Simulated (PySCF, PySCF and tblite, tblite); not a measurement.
**C5H7FO: conformers and averaged spectra**

Which conformers does C5H7FO (`F[C@@H]1CO[C@@H]2C[C@H]12`) populate, and what do their averaged NMR parameters look like?

Computed with tblite 0.8.0 (tight binding) and PySCF 2.14.0 (DFT, with response routines of our own); each step states its level. Atoms count from 0 throughout.

## 1. The starting structure

14 atoms, charge 0, multiplicity 1; geometry from: MMFF94s geometry.

Bonds of the start (Å): C1–C2 1.54, C1–C6 1.49, C1–H7 1.11, C2–H8 1.09, C2–H9 1.08, C2–O3 1.44, C4–C5 1.50, C4–C6 1.50, C4–H10 1.08, C5–C6 1.51, C5–H11 1.09, C5–H12 1.07, C6–H13 1.08, F0–C1 1.34, O3–C4 1.46.

## 2. GFN2-xTB relaxation, conformer 1

Job settings and geometry (Å):

```
{"job": {"xc": "GFN2-xTB", "basis": "xTB", "kind": "relax"}, "charge": 0, "multiplicity": 1}
F     -0.279600     1.745400    -1.035900
C      0.530900     1.049100    -0.222100
C      1.229900    -0.080500    -0.994300
O      0.424100    -1.258700    -0.806600
C     -0.277000    -1.116800     0.466200
C     -1.575100    -0.363300     0.432800
C     -0.288300     0.342800     0.807200
H      1.266200     1.748600     0.218400
H      1.288800     0.137400    -2.065700
H      2.215000    -0.285600    -0.595100
H     -0.114200    -1.847800     1.239100
H     -2.291500    -0.567700     1.223000
H     -2.023100    -0.142900    -0.517400
H     -0.106800     0.639500     1.828200
```

On the command line:

```bash
> OMP_NUM_THREADS=1 python ens_run.py task.json out
```

The driver reads the study from task.json and runs its stages one after another.

Log:

```text
step      E/eV     max force
  0    -626.94047    1.455
  1    -627.03519    0.636
  2    -627.06606    0.512
  3    -627.08987    0.418
  4    -627.10900    0.364
  5    -627.11941    0.263
  6    -627.12626    0.180
  7    -627.13085    0.180
  8    -627.13448    0.180
  9    -627.13709    0.155
 10    -627.13884    0.095
 11    -627.14021    0.105
 12    -627.14184    0.109
 13    -627.14400    0.139
 14    -627.14645    0.139
 15    -627.14866    0.171
 16    -627.15050    0.159
 17    -627.15219    0.111
 18    -627.15381    0.093
 19    -627.15521    0.105
 20    -627.15642    0.113
 21    -627.15768    0.106
 22    -627.15909    0.089
 23    -627.16051    0.097
 24    -627.16171    0.085
 25    -627.16263    0.070
 26    -627.16344    0.081
 27    -627.16436    0.108
 28    -627.16569    0.131
 29    -627.16785    0.158
 30    -627.17120    0.197
 31    -627.17555    0.201
 32    -627.18050    0.187
 33    -627.18612    0.204
 34    -627.18996    0.410
 35    -627.19093    0.461
 36    -627.20276    0.279
 37    -627.20956    0.243
 38    -627.21592    0.259
 39    -627.22083    0.259
 40    -627.22329    0.310
 41    -627.22731    0.202
 42    -627.23078    0.102
 43    -627.23265    0.088
 44    -627.23521    0.090
 45    -627.23560    0.082
 46    -627.23622    0.053
 47    -627.23647    0.039
 48    -627.23647    0.039
 49    -627.23659    0.033
 50    -627.23684    0.031
 51    -627.23696    0.033
 52    -627.23713    0.029
 53    -627.23721    0.019
 54    -627.23726    0.017
 55    -627.23730    0.017
 56    -627.23733    0.014
 57    -627.23735    0.009
 58    -627.23737    0.008
 59    -627.23738    0.007
 60    -627.23739    0.007
 61    -627.23739    0.006
 62    -627.23740    0.006
 63    -627.23740    0.005
 64    -627.23741    0.005
 65    -627.23741    0.004
```

Run time: 0.49 s. Hardware: 1 thread of Arm Neoverse N1, shared host.

The energy fell by 0.297 eV, and the atoms moved 0.42 Å (root mean square).

## 3. Shieldings, conformer 1: B3LYP/pcSseg-1 in benzene

Job settings and geometry (Å):

```
{"job": {"xc": "B3LYP", "basis": "pcSseg-1", "solvent": "benzene", "kind": "nmr", "pop": true}, "charge": 0, "multiplicity": 1}
F     -0.016353     2.020612    -0.829319
C      0.611984     1.039613    -0.088081
C      1.057279    -0.109669    -1.020265
O      0.793720    -1.330617    -0.360249
C     -0.176379    -1.103045     0.618355
C     -1.447354    -0.403106     0.246164
C     -0.318545     0.365430     0.890382
H      1.449976     1.535301     0.413964
H      0.487171    -0.038527    -1.955438
H      2.122744    -0.080640    -1.255856
H     -0.155839    -1.864573     1.383102
H     -2.318394    -0.601791     0.850027
H     -1.665049    -0.213475    -0.792639
H     -0.425638     0.784015     1.877687
```

Log:

```text
coarse grid: 11944 points
cycle   1  E = -369.5632671053  dE =  1.153e+00  |g| = 7.270e-01  |ddm| = 3.350e+00
cycle   2  E = -369.4653476362  dE =  9.792e-02  |g| = 1.073e+00  |ddm| = 1.316e+00
cycle   3  E = -369.6517099194  dE = -1.864e-01  |g| = 9.473e-02  |ddm| = 8.516e-01
cycle   4  E = -369.6532256172  dE = -1.516e-03  |g| = 4.218e-02  |ddm| = 9.595e-02
cycle   5  E = -369.6536227044  dE = -3.971e-04  |g| = 6.756e-03  |ddm| = 3.855e-02
cycle   6  E = -369.6536302532  dE = -7.549e-06  |g| = 3.031e-03  |ddm| = 7.252e-03
final grid: 116456 points
cycle   7  E = -369.7253626018  dE = -4.721e-05  |g| = 7.763e-03  |ddm| = 2.865e-02
cycle   8  E = -369.7253463325  dE =  1.627e-05  |g| = 1.233e-02  |ddm| = 1.308e-02
cycle   9  E = -369.7253739305  dE = -2.760e-05  |g| = 7.151e-04  |ddm| = 8.438e-03
cycle  10  E = -369.7253740201  dE = -8.960e-08  |g| = 2.785e-04  |ddm| = 8.229e-04
cycle  11  E = -369.7253740371  dE = -1.701e-08  |g| = 4.570e-05  |ddm| = 2.811e-04
cycle  12  E = -369.7253740374  dE = -3.154e-10  |g| = 2.088e-05  |ddm| = 5.211e-05
converged SCF energy = -369.7253740374

GIAO shielding tensors (ppm)
atom      isotropic    diamagn.    paramagn.     s11        s22        s33       span
  0 F      390.796     473.472     -82.676    359.473    398.649    414.265     54.792
  1 C       80.783     241.917    -161.134     35.926     73.681    132.744     96.818
  2 C      106.474     246.084    -139.610     66.591     99.166    153.665     87.074
  3 O      287.316     396.802    -109.486    188.178    324.373    349.397    161.220
  4 C      116.893     246.940    -130.047     62.559     95.173    192.947    130.389
  5 C      172.310     252.564     -80.254    148.520    168.795    199.615     51.095
  6 C      159.309     252.493     -93.184    116.782    149.283    211.863     95.081
  7 H       25.976      29.181      -3.205     22.442     25.955     29.531      7.089
  8 H       28.052      29.542      -1.491     24.901     26.356     32.899      7.998
  9 H       27.422      28.244      -0.822     23.192     26.235     32.838      9.646
 10 H       27.740      30.436      -2.695     22.182     25.936     35.103     12.921
 11 H       31.276      30.234       1.042     25.792     26.688     41.347     15.555
 12 H       30.512      31.024      -0.511     24.946     29.976     36.616     11.670
 13 H       30.014      31.527      -1.513     23.886     27.044     39.113     15.228
```

Run time: 27 s. Hardware: 1 thread of Arm Neoverse N1, shared host; peak memory 0.81 GiB.

This run: HOMO -6.81 eV, LUMO 1.14 eV; dipole 1.42 D.

## 4. Couplings, conformer 1: B3LYP/pcJ-1+6-31G*

Changed since step 3:

```diff
@@ -1,2 +1,2 @@
-{"job": {"xc": "B3LYP", "basis": "pcSseg-1", "solvent": "benzene", "kind": "nmr", "pop": true}, "charge": 0, "multiplicity": 1}
+{"job": {"xc": "B3LYP", "basis": {"default": "6-31G*", "H": "pcJ-1", "F": "pcJ-1"}, "nuclei": ["H", "F", "P", "Si", "B"], "kind": "j"}, "charge": 0, "multiplicity": 1}
 F     -0.016353     2.020612    -0.829319
```

Log:

```text
coarse grid: 11944 points
cycle   1  E = -369.7044007135  dE =  1.159e+00  |g| = 7.260e-01  |ddm| = 3.360e+00
cycle   2  E = -369.6038167581  dE =  1.006e-01  |g| = 1.076e+00  |ddm| = 1.352e+00
cycle   3  E = -369.7981734955  dE = -1.944e-01  |g| = 9.582e-02  |ddm| = 8.659e-01
cycle   4  E = -369.7998311653  dE = -1.658e-03  |g| = 4.395e-02  |ddm| = 1.164e-01
cycle   5  E = -369.8002772026  dE = -4.460e-04  |g| = 6.959e-03  |ddm| = 4.487e-02
cycle   6  E = -369.8002854932  dE = -8.291e-06  |g| = 3.316e-03  |ddm| = 8.464e-03
cycle   7  E = -369.8002876705  dE = -2.177e-06  |g| = 5.395e-04  |ddm| = 3.140e-03
final grid: 116456 points
cycle   8  E = -369.7625822159  dE = -7.434e-05  |g| = 8.491e-03  |ddm| = 2.826e-02
cycle   9  E = -369.7625670355  dE =  1.518e-05  |g| = 1.272e-02  |ddm| = 1.624e-02
cycle  10  E = -369.7625971647  dE = -3.013e-05  |g| = 1.034e-03  |ddm| = 9.553e-03
cycle  11  E = -369.7625973525  dE = -1.878e-07  |g| = 2.982e-04  |ddm| = 1.067e-03
cycle  12  E = -369.7625973691  dE = -1.664e-08  |g| = 7.049e-05  |ddm| = 3.147e-04
cycle  13  E = -369.7625973700  dE = -8.290e-10  |g| = 3.239e-05  |ddm| = 8.520e-05
cycle  14  E = -369.7625973702  dE = -1.899e-10  |g| = 4.517e-06  |ddm| = 2.881e-05
converged SCF energy = -369.7625973702

Indirect spin-spin couplings (Hz)
  i      j    bonds     total        FC       PSO       DSO        SD
  0 F    7 H    2     68.345    64.465     8.429    -0.811    -3.739
  0 F    8 H    3     29.408    29.349     0.086     0.800    -0.828
  0 F    9 H    3      9.582     9.686     1.106    -1.003    -0.207
  0 F   10 H    4      3.169     3.422     1.151    -1.719     0.315
  0 F   11 H    4      2.340     2.928     0.590    -0.991    -0.188
  0 F   12 H    4      1.004    -0.053     0.378     0.913    -0.233
  0 F   13 H    3     -0.830    -1.844     1.967    -0.883    -0.070
  7 H    8 H    3      5.527     6.268     1.508    -2.250         -
  7 H    9 H    3      8.374     8.166    -0.340     0.549         -
  7 H   10 H    4     -0.592    -0.148     0.897    -1.340         -
  7 H   11 H    4      0.532     1.086     1.306    -1.860         -
  7 H   12 H    4     -1.022    -0.418     1.284    -1.888         -
  7 H   13 H    3      6.292     6.257    -0.126     0.161         -
  8 H    9 H    2    -11.520   -11.170     1.485    -1.835         -
  8 H   10 H    4     -0.506     0.233     1.479    -2.218         -
  8 H   11 H    5     -0.334     0.076     0.863    -1.273         -
  8 H   12 H    5      0.735     0.024    -1.722     2.433         -
  8 H   13 H    4     -1.045    -0.389     1.450    -2.106         -
  9 H   10 H    4     -1.132    -0.507     1.316    -1.941         -
  9 H   11 H    5     -0.981    -0.373     1.359    -1.967         -
  9 H   12 H    5     -0.612    -0.156     0.949    -1.405         -
  9 H   13 H    4     -0.395     0.164     1.188    -1.748         -
 10 H   11 H    3      6.128     6.154     0.287    -0.312         -
 10 H   12 H    3      1.810     2.656     1.714    -2.560         -
 10 H   13 H    3      5.411     5.552     0.457    -0.598         -
 11 H   12 H    2     -8.764    -8.204     2.137    -2.697         -
 11 H   13 H    3      9.852     9.836     0.298    -0.281         -
 12 H   13 H    3      3.672     4.425     1.728    -2.481         -
```

It took 35 s on 1 thread of Arm Neoverse N1, shared host; peak memory 0.82 GiB.

This run: HOMO -6.60 eV, LUMO 1.17 eV; dipole 1.32 D.

## 5. The ensemble: properties at B3LYP/pcSseg-1 in benzene

Job settings and geometry (Å):

```
{"job": {"study": "conf", "smiles": "F[C@@H]1CO[C@@H]2C[C@H]12", "search": {"seed": 4593, "n_embed": 60, "ff_keep": 14, "window": 3.0, "nmax": 10, "temps": [220, 260, 298.15, 340, 380], "t_ref": 298.15, "order": 0.001}, "level": {"nmr": {"xc": "B3LYP", "basis": "pcSseg-1", "solvent": "benzene"}, "j": {"xc": "B3LYP", "basis": {"default": "6-31G*", "H": "pcJ-1", "F": "pcJ-1"}, "nuclei": ["H", "F", "P", "Si", "B"]}}, "kind": "conf"}, "charge": 0, "multiplicity": 1}
F     -0.016353     2.020612    -0.829319
C      0.611984     1.039613    -0.088081
C      1.057279    -0.109669    -1.020265
O      0.793720    -1.330617    -0.360249
C     -0.176379    -1.103045     0.618355
C     -1.447354    -0.403106     0.246164
C     -0.318545     0.365430     0.890382
H      1.449976     1.535301     0.413964
H      0.487171    -0.038527    -1.955438
H      2.122744    -0.080640    -1.255856
H     -0.155839    -1.864573     1.383102
H     -2.318394    -0.601791     0.850027
H     -1.665049    -0.213475    -0.792639
H     -0.425638     0.784015     1.877687
```

Log:

```text
conformer  sym    E(xTB)   E(DFT)   G(298.15 K)  weight  dipole/D
    1     C1      0.000    0.000    0.000   1.0000    1.415

mean shielding (ppm) by class
class atoms           220 K      260 K   298.15 K      340 K      380 K
  0 F  0            390.796    390.796    390.796    390.796    390.796
  1 C  1             80.784     80.784     80.784     80.784     80.784
  2 C  2            106.474    106.474    106.474    106.474    106.474
  3 O  3            287.316    287.316    287.316    287.316    287.316
  4 C  4            116.893    116.893    116.893    116.893    116.893
  5 C  5             172.31     172.31     172.31     172.31     172.31
  6 C  6            159.309    159.309    159.309    159.309    159.309
  7 H  7             25.976     25.976     25.976     25.976     25.976
  8 H  8             28.052     28.052     28.052     28.052     28.052
  9 H  9             27.422     27.422     27.422     27.422     27.422
 10 H  10             27.74      27.74      27.74      27.74      27.74
 11 H  11            31.276     31.276     31.276     31.276     31.276
 12 H  12            30.512     30.512     30.512     30.512     30.512
 13 H  13            30.014     30.014     30.014     30.014     30.014
```

Wall time 63 s (1 thread of Arm Neoverse N1, shared host). This counts the runs that the step sums up.

The search (ETKDG, MMFF94s, GFN2-xTB) embedded 60 structures, kept 1 distinct ones after the force field and 1 after xTB; 1 was carried on (window 3.0 kcal/mol at the search's own energies). Energies: B3LYP/pcSseg-1 in benzene with D3(BJ).

Conformer by conformer (298 K):

```
no.  group  mirror pair  ΔE xTB  ΔE DFT    ΔG  weight (%)  μ (D)     A, B, C (GHz)
  1     C1           no    0.00    0.00  0.00       100.0   1.42  4.45, 2.87, 2.11
```

Energies in kcal/mol. ΔG holds xTB vibrations and rotation, symmetry numbers and mirror pairs.

Shifts against references run at the same level (13C TMS 182.3, 1H TMS 31.82 ppm of shielding), by class of atoms, at 298 K:

```
atoms                               environment    average
   C1                        sp3 CH bonded to F      101.5
   C2                       sp3 CH2 bonded to O       75.8
   C4                three-membered-ring carbon       65.4
   C6                three-membered-ring carbon       23.0
   C5                three-membered-ring carbon       10.0
   H7         hydrogen on an sp3 CH bonded to F       5.84
   H9        hydrogen on an sp3 CH2 bonded to O       4.40
  H10  hydrogen on a three-membered-ring carbon       4.08
   H8        hydrogen on an sp3 CH2 bonded to O       3.77
  H13  hydrogen on a three-membered-ring carbon       1.80
  H12  hydrogen on a three-membered-ring carbon       1.31
  H11  hydrogen on a three-membered-ring carbon       0.54
   F0                 fluorine on an sp3 carbon  390.8 (σ)
   O3                              ether oxygen  287.3 (σ)
```

Couplings (Hz, B3LYP/pcJ-1+6-31G*; one pair named for each class), from conformers that hold 100 % of the weight:

```
   pair  bonds  average
  F0–H7      2     68.3
  H8–H9      2    -11.5
H11–H12      2     -8.8
  F0–H8      3     29.4
H11–H13      3      9.8
  F0–H9      3      9.6
  H7–H9      3      8.4
 H7–H13      3      6.3
H10–H11      3      6.1
  H7–H8      3      5.5
H10–H13      3      5.4
 F0–H10      4      3.2
 F0–H11      4      2.3
 H9–H10      4     -1.1
 H8–H13      4     -1.0
 H7–H12      4     -1.0
 F0–H12      4      1.0
 H7–H10      4     -0.6
 H7–H11      4      0.5
```

Effective distances for nuclear Overhauser effects, ⟨r⁻⁶⟩^(−1/6) over all pairs of two classes (Å): H8···H9 1.78; H11···H12 1.81; H7···H9 2.42; H8···H12 2.45; H7···H13 2.49; H10···H11 2.56; H11···H13 2.56; H10···H13 2.71.

## 6. Results

| quantity | value |
| --- | --- |
| conformers | 1; the first in weight is no. 1 (C1), 100 % at 298 K |
| root-mean-square dipole | 1.42 D |
| averaged 13C shifts (B3LYP/pcSseg-1 in benzene) | 101.5, 75.8, 65.4, 23.0, 10.0 ppm |
| averaged 1H shifts (B3LYP/pcSseg-1 in benzene) | 5.84, 4.40, 4.08, 3.77, 1.80, 1.31, 0.54 ppm |

**Reading.** The search found one conformer in the window, so the averages are its own values.
